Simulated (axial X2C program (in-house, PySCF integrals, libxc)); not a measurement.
# SnSi: from the state search to constants, part 2 of 2

Computed with an in-house X2C program for linear molecules on PySCF integrals; all-electron X2C, Sn dyall-cv3z, Si dyall-v3z. The steps go on from the part before.

## Step 9: PBE0, 2c

State followed: Ω = 1 (excess of +ω over −ω: ω = -1/2, ω = 3/2). The scan is laid around 2.515 Å, a first estimate of the minimum, and this SCF restarts from the orbitals of the search.

The SCF at the reference distance of 2.515 Å:

```text
two-component X2C + atomic mean field  PBE0
basis functions 175  fitting functions 949  grid points 5083
iter        total energy     max residual
   1      -6462.803342601     2.25e+00
   2      -6463.518613662     1.12e-01
   3      -6463.546808890     1.78e-02
   4      -6463.548366311     1.79e-02
   5      -6463.549348327     3.11e-03
   6      -6463.549414455     2.02e-03
   7      -6463.549429647     5.26e-04
   8      -6463.549431028     1.13e-04
   9      -6463.549431353     9.16e-05
  10      -6463.549431757     1.33e-04
  11      -6463.549431857     2.89e-05
  12      -6463.549431870     1.20e-05
  13      -6463.549431875     5.67e-06
converged
one-electron -9180.41867106  Coulomb 2760.21093613  exact exchange -46.04938069  xc functional -141.02206574  nuclear repulsion 147.28590364  atomic mean-field constant -3.55615415
```

Along the bond, energies from the lowest point:

| R (Å) | E (eV) | μ (D) | HOMO (eV) | LUMO (eV) | iterations |
| --- | --- | --- | --- | --- | --- |
| 2.188 | 0.6597 | -0.79 | -5.83 | -3.91 | 34 |
| 2.289 | 0.3149 | -0.85 | -5.59 | -3.70 | 24 |
| 2.364 | 0.1283 | -0.92 | -5.47 | -3.60 | 22 |
| 2.440 | 0.0279 | -0.98 | -5.44 | -3.50 | 19 |
| 2.515 | 0.0000 | -1.04 | -5.42 | -3.42 | 13 |
| 2.603 | 0.0392 | -1.10 | -5.40 | -3.33 | 17 |
| 2.691 | 0.1362 | -1.16 | -5.37 | -3.25 | 15 |
| 2.804 | 0.3196 | -1.23 | -5.33 | -3.17 | 17 |
| 2.942 | 0.5990 | -1.31 | -5.27 | -3.09 | 18 |
| 3.144 | 1.0462 | -1.45 | -5.16 | -3.11 | 21 |

Dipoles are positive if Si is the positive end.

Outer spinors at the reference distance:

| ω | occupied | ε (eV) | atomic character | λ mixture |
| --- | --- | --- | --- | --- |
| -3/2 | yes | -29.11 | 100% Sn d | 87% δ, 13% π |
| 3/2 | yes | -29.03 | 100% Sn d | 84% δ, 16% π |
| -1/2 | yes | -28.89 | 100% Sn d | 63% π, 37% σ |
| 1/2 | yes | -28.87 | 100% Sn d | 59% π, 41% σ |
| 5/2 | yes | -28.15 | 100% Sn d | 100% δ |
| -5/2 | yes | -28.04 | 100% Sn d | 100% δ |
| 3/2 | yes | -27.93 | 100% Sn d | 84% π, 16% δ |
| -3/2 | yes | -27.89 | 100% Sn d | 87% π, 13% δ |
| -1/2 | yes | -27.87 | 100% Sn d | 63% σ, 37% π |
| 1/2 | yes | -27.85 | 100% Sn d | 59% σ, 41% π |
| 1/2 | yes | -14.20 | 43% Si s, 40% Sn s, 7% Sn p | 100% σ |
| -1/2 | yes | -13.01 | 45% Sn s, 39% Si s, 6% Si p | 100% σ |
| 1/2 | yes | -10.54 | 38% Sn s, 33% Si s, 11% Sn p | 100% σ |
| -1/2 | yes | -9.77 | 37% Si s, 34% Sn s, 14% Sn p | 100% σ |
| -1/2 | yes | -6.14 | 47% Sn p, 47% Si p, 3% Sn d | 99% π, 1% σ |
| 3/2 | yes | -6.00 | 54% Si p, 40% Sn p, 3% Sn d | 100% π |
| 1/2 | yes | -5.73 | 45% Si p, 42% Sn p, 6% Sn s | 96% σ, 4% π |
| -1/2 | yes | -5.42 | 48% Si p, 40% Sn p, 6% Sn s | 98% σ, 2% π |
| 1/2 | no | -3.42 | 57% Sn p, 39% Si p | 96% π, 4% σ |
| -3/2 | no | -3.28 | 53% Sn p, 43% Si p | 100% π |
| -1/2 | no | -2.43 | 47% Sn p, 43% Si p, 5% Sn d | 99% π, 1% σ |
| 3/2 | no | -2.27 | 53% Sn p, 36% Si p, 5% Sn d | 100% π |

PBE0 fields in the half plane through the axis: z from -2.4 to 4.8 Å across, distance from the axis 0.15 to 2.25 Å upwards; Sn lies at z = 0 and Si at z = 2.515 Å; the ELF is damped to zero where the density is low.

log10 density (e/bohr³). Ten even steps from '0' (-4.06 ) to '9' (1.82 ):
```
0001111222222111111111000
0111222222222222222221100
0112223333333333333222110
1122333333333333333332211
1223344444444444444433221
1233445565544444444443321
2233456777654445665443322
2234456797655556885444322
```

ELF. Ten even steps from '0' (0.00 ) to '9' (0.98 ):
```
0001222222223322222210000
0024454433344443344443100
0356766544455555567776420
2678876433456666678888752
5788864222346776689999874
7899742343236873127999986
7998633777326850430899997
8998636474626825781599998
```

Re = 2.510 Å, ωe = 350 cm⁻¹, Be = 0.118 cm⁻¹, De = 2.74 eV, μ = -1.03 D.

## Step 10: HF, 2c

The SCF at the reference distance of 2.515 Å:

```text
two-component X2C + atomic mean field  HF
basis functions 175  fitting functions 949  grid points 5083
iter        total energy     max residual
   1      -6460.675508215     3.76e-01
   2      -6460.701926353     7.39e-03
   3      -6460.703204570     1.12e-02
   4      -6460.703453863     3.54e-03
   5      -6460.703625910     2.82e-03
   6      -6460.703916284     8.73e-03
   7      -6460.704280649     1.06e-02
   8      -6460.704558328     6.70e-03
   9      -6460.704746870     9.16e-04
  10      -6460.704788680     1.60e-03
  11      -6460.704803733     1.09e-03
  12      -6460.704811545     3.66e-04
  13      -6460.704816390     5.90e-04
  14      -6460.704820399     6.19e-04
  15      -6460.704823290     2.60e-04
  16      -6460.704825187     1.37e-04
  17      -6460.704826289     2.37e-04
  18      -6460.704826827     1.49e-04
  19      -6460.704827058     4.90e-05
  20      -6460.704827167     5.16e-05
  21      -6460.704827223     5.32e-05
  22      -6460.704827248     1.99e-05
  23      -6460.704827255     5.76e-06
  24      -6460.704827258     7.86e-06
  25      -6460.704827258     3.96e-06
  26      -6460.704827258     1.18e-06
converged
one-electron -9179.22416761  Coulomb 2759.08655104  exact exchange -184.29696018  xc functional 0.00000000  nuclear repulsion 147.28590364  atomic mean-field constant -3.55615415
```

No constants are quoted: the solution changes its character somewhere along the scan, so the fit is set aside.

## Step 11: BLYP, 2c

The SCF at the reference distance of 2.515 Å:

```text
two-component X2C + atomic mean field  BLYP
basis functions 175  fitting functions 949  grid points 5083
iter        total energy     max residual
   1      -6464.229567073     1.62e-01
   2      -6464.237225364     4.36e-03
   3      -6464.237242096     3.82e-03
   4      -6464.237344778     1.14e-03
   5      -6464.237361191     8.60e-04
   6      -6464.237378191     6.72e-04
   7      -6464.237404154     9.52e-04
   8      -6464.237408962     3.16e-04
   9      -6464.237410398     1.33e-04
  10      -6464.237410593     5.31e-05
  11      -6464.237410622     1.39e-05
  12      -6464.237410625     5.17e-06
converged
one-electron -9180.30813239  Coulomb 2760.07629327  exact exchange 0.00000000  xc functional -187.73532099  nuclear repulsion 147.28590364  atomic mean-field constant -3.55615415
```

Re = 2.576 Å, ωe = 308 cm⁻¹, Be = 0.112 cm⁻¹, De = 2.72 eV, μ = -0.89 D.

## Step 12: Correlated methods, 2c

Correlated methods: 8 electrons correlated (frozen shells, counted by type: Sn 4 s, 3 p, 2 d; Si 2 s, 1 p), 230 virtual spinors in MP2, 90 natural virtuals in coupled cluster.

Output of the correlated part at 2.515 Å:

```text
correlated 8  virtual 230  natural virtual 90  E(MP2) -0.139996614  MP2 remainder -0.003161063
iter   CCSD correlation   residual
   1     -0.156222203   1.38e-01
   2     -0.164933531   6.25e-02
   3     -0.166200404   3.12e-02
   4     -0.167266367   2.24e-02
   5     -0.167900678   1.45e-02
   6     -0.168117388   7.24e-03
   7     -0.168242358   3.93e-03
   8     -0.168241928   2.28e-03
   9     -0.168246520   1.29e-03
  10     -0.168250567   6.46e-04
  11     -0.168256653   3.59e-04
  12     -0.168257750   2.38e-04
  13     -0.168257821   1.80e-04
  14     -0.168257032   1.36e-04
  15     -0.168257172   1.01e-04
  16     -0.168257740   6.67e-05
  17     -0.168258253   4.04e-05
  18     -0.168258677   2.70e-05
  19     -0.168258912   1.64e-05
  20     -0.168259111   1.05e-05
  21     -0.168259219   6.70e-06
  22     -0.168259295   4.14e-06
  23     -0.168259329   2.54e-06
  24     -0.168259353   1.68e-06
  25     -0.168259362   1.22e-06
(T) -0.010058705  T1 0.0891  D1 0.2273  max T2 0.090
```

MP2: No constants are quoted: the reference changes its character somewhere along the scan, so the fit is set aside.

CCSD: No constants are quoted: the reference changes its character somewhere along the scan, so the fit is set aside.

CCSD(T): No constants are quoted: the reference changes its character somewhere along the scan, so the fit is set aside.

## Step 13: A higher determinant, 2c

State: Ω = 2 (excess of +ω over −ω: ω = 1/2, ω = 3/2).

Output at the reference distance:

```text
two-component X2C + atomic mean field  PBE0
basis functions 175  fitting functions 949  grid points 5083
iter        total energy     max residual
   1      -6462.802807016     1.87e+00
   2      -6463.510024396     1.14e-01
   3      -6463.534970560     1.78e-02
   4      -6463.538951845     1.94e-02
   5      -6463.539220155     7.58e-03
   6      -6463.540291000     6.42e-03
   7      -6463.540360651     2.39e-03
   8      -6463.540372980     2.34e-04
   9      -6463.540374673     2.36e-04
  10      -6463.540377459     3.63e-04
  11      -6463.540377918     7.81e-05
  12      -6463.540377962     3.36e-05
  13      -6463.540377981     1.77e-05
  14      -6463.540377995     1.34e-05
  15      -6463.540378009     1.66e-05
  16      -6463.540378013     1.06e-05
converged
one-electron -9179.94931893  Coulomb 2759.71609970  exact exchange -46.03890990  xc functional -140.99799838  nuclear repulsion 147.28590364  atomic mean-field constant -3.55615415
```

| R (Å) | E above the lowest PBE0 point (eV) |
| --- | --- |
| 2.188 | 0.544 |
| 2.289 | 0.273 |
| 2.364 | 0.194 |
| 2.440 | 0.192 |
| 2.515 | 0.246 |
| 2.603 | 0.357 |
| 2.691 | 0.497 |
| 2.804 | 0.697 |
| 2.942 | 0.951 |

Re = 2.403 Å, ωe = 372 cm⁻¹, ωexe = 1.99 cm⁻¹, Be = 0.1287 cm⁻¹, μ = -0.92 D. Te = 0.19 eV.

## Step 14: The 2c curves together

Energy (eV) of the followed determinant, 2c, from each level's lowest point:

| R (Å) | PBE0 | HF (jumps) | MP2 (its reference jumps) | CCSD (its reference jumps) | CCSD(T) (its reference jumps) | BLYP |
| --- | --- | --- | --- | --- | --- | --- |
| 2.188 | 0.660 | 0.700 | 0.718 | n/a | n/a | 0.721 |
| 2.289 | 0.315 | 0.281 | 0.280 | 0.330 | 0.350 | 0.380 |
| 2.364 | 0.128 | 0.105 | 0.086 | 0.133 | 0.151 | 0.211 |
| 2.440 | 0.028 | 0.019 | 0.000 | 0.028 | 0.038 | 0.082 |
| 2.515 | 0.000 | 0.000 | 0.010 | 0.000 | 0.000 | 0.013 |
| 2.603 | 0.039 | 0.035 | 0.110 | 0.045 | 0.032 | 0.000 |
| 2.691 | 0.136 | 0.107 | 0.258 | 0.150 | 0.125 | 0.043 |
| 2.804 | 0.320 | 0.229 | 0.471 | 0.342 | 0.306 | 0.156 |
| 2.942 | 0.599 | 0.392 | 0.743 | n/a | n/a | 0.352 |
| 3.144 | 1.046 | 0.607 | 1.123 | n/a | n/a | 0.691 |

The whole job took 2.2 min on 1 thread of Arm Neoverse V1, shared host; peak memory 0.54 GiB.

## Step 15: Constants

This closing draws on all 2 parts.

Lowest determinant that the search found at its distance, spin-free: M_S = 1, Λ = 0 (beyond closed shells: π+α, π-α).

Lowest determinant that the search found at its distance, 2c: Ω = 1 (excess of +ω over −ω: ω = -1/2, ω = 3/2).

```tsv
Hamiltonian	level	Re (Å)	ωe (cm⁻¹)	De (eV)	μ (D)
spin-free	PBE0	2.513	355	2.75	-1.03
spin-free	BLYP	2.582	312	2.80	-0.90
2c	PBE0	2.510	350	2.74	-1.03
2c	BLYP	2.576	308	2.72	-0.89
```

Dipoles are positive if Si is the positive end. No constants: spin-free HF (the solution changes its character somewhere along the scan, so the fit is set aside); spin-free MP2 (the reference changes its character somewhere along the scan, so the fit is set aside); spin-free CCSD (the reference changes its character somewhere along the scan, so the fit is set aside); spin-free CCSD(T) (the reference changes its character somewhere along the scan, so the fit is set aside); 2c HF (the solution changes its character somewhere along the scan, so the fit is set aside); 2c MP2 (the reference changes its character somewhere along the scan, so the fit is set aside); 2c CCSD (the reference changes its character somewhere along the scan, so the fit is set aside); 2c CCSD(T) (the reference changes its character somewhere along the scan, so the fit is set aside).

Time per point (s) on 1 thread of Arm Neoverse V1, shared host (2c runs); the times are rough: PBE0 1.2, BLYP 0.5.

In words: At PBE0, going from spin-free to two-component changes Re by -3 mÅ, ωe by -1.5 %, which is small (part of it comes from the scalar share of the two-electron terms). It costs about 1.6 times the time. De moves by -0.01 eV; both De rest on single-determinant atoms, which can miss part of an open shell's spin–orbit lowering.

De refers to Sn + Si, each in the lowest determinant found, which need not be this curve's own limit. The state is a single determinant with fixed occupations, the lowest that a limited PBE0 search found. Dissociation energies refer to the lowest single-determinant-based atoms at the same level and basis. Density functionals use the spin component along the axis (collinear). With several unpaired electrons one determinant need not be a pure state. At some level an empty orbital lies below a filled one.
